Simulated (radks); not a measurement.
**Sc in [Ar] 3d1 4s2: an all-electron calculation**

An exercise on one series of results from a longer session: the logs are not shown, and one member is left open.

The numbers are computed with radks (a radial shooting solver on a logarithmic mesh, Libxc functionals) version 1 (scalar-relativistic Kohn-Sham, BLYP, spin-polarised, spherical densities, finite nucleus; open shells are filled with parallel spins first), except any that are marked as measured or tabulated.

**The atom as given**

* element: scandium (Z = 21)
* charge: 0
* electrons: 21
* configuration: [Ar] 3d1 4s2
* nuclear rms radius: 3.5459 fm

The outer shells:

Sc
```
[Ar] core
3d [↑ ][  ][  ][  ][  ]
4s [↑↓]
```

The first run:

Settings of this run:

```text
Z 21
configuration [Ar] 3d1 4s2 4p0 5s0 4d0 4f0
relativity scalar-relativistic
functional b88,lyp
spin polarised
nucleus finite rms 3.5459 fm
c 137.035999084
```

One table of the session follows, with a row left open; its other results are not shown here.

It belongs to the step «Shells». From the orbitals of this run (lengths in bohr):

```
  level      <r>  outermost maximum (interpolated)  90 % within  nodes
1s down  0.07304                            0.0478        0.130      0
  1s up  0.07304                            0.0478        0.130      0
  2s up   0.3437                             0.284        0.535      1
2s down   0.3436                             0.284        0.535      1
  2p up   0.3078                             0.232        0.507      0
2p down   0.3076                             0.232        0.507      0
  3s up    1.075                             0.926         1.61      2
3s down    1.075                             0.925         1.61      2
  3p up    1.169                             0.966         1.81      1
3p down    1.171                             0.966         1.81      1
  4s up    3.678                              3.04         5.56      3
4s down    3.753                              3.10         5.68      3
  3d up    1.839                              1.09         3.30      0
3d down    1.921                              1.10         3.51      0
  4p up    5.150                              4.04         8.04      2
4p down        ?                                 ?            ?      ?
```

**Question.** Estimate the row for 4p down.

As computed: <r>: 5.296; outermost maximum (interpolated): 4.15; 90 % within: 8.28; nodes: 2. In the column «<r>» it is the highest.

To keep in mind: Open shells are spherical and high-spin; term and fine-structure splittings are not resolved.
